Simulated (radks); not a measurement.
# Spin polarisation of the 4p shell in As

One table from this session's results is given with a row withheld; the runs are named, their logs left out.

Program: radks (a radial shooting solver on a logarithmic mesh, Libxc functionals) version 1. Level of theory: scalar-relativistic Kohn-Sham, r2SCAN, spin-polarised, spherical densities, finite nucleus. These are calculated values, not measurements, unless marked.

### The atom as given

- element: arsenic (Z = 33)
- charge: 0
- electrons: 33
- configuration: [Ar] 3d10 4s2 4p(up 1.5, down 1.5)
- nuclear rms radius: 4.0968 fm

A shell typed twice in an input gives spin up, then spin down.

Set-up of the first run:

Settings of this run:

```text
Z 33
configuration [Ar] 3d10 4s2 4p1.5 4p1.5
relativity scalar-relativistic
functional r2scan,r2scan
spin polarised
nucleus finite rms 4.0968 fm
c 137.035999084
```

Among the steps run: No moment.

One table of the session follows, with a row left open; its other results are not shown here.

It belongs to the step «No moment». Radial moments (bohr):

| level | <r> | outermost maximum (interpolated) | 90 % within | nodes |
| --- | --- | --- | --- | --- |
| 1s | 0.04550 | 0.0297 | 0.0813 | 0 |
| 2s | 0.2025 | 0.170 | 0.313 | 1 |
| 2p | ? | ? | ? | ? |
| 3s | 0.5972 | 0.521 | 0.891 | 2 |
| 3p | 0.6165 | 0.521 | 0.944 | 1 |
| 3d | 0.6773 | 0.479 | 1.13 | 0 |
| 4s | 1.958 | 1.62 | 2.95 | 3 |
| 4p | 2.528 | 1.98 | 3.94 | 2 |

**Question.** Estimate the row for 2p.

**Answer.** <r>: 0.1772; outermost maximum (interpolated): 0.136; 90 % within: 0.289; nodes: 0. In the column «<r>» it lies between 1s (0.04550) and 2s (0.2025).
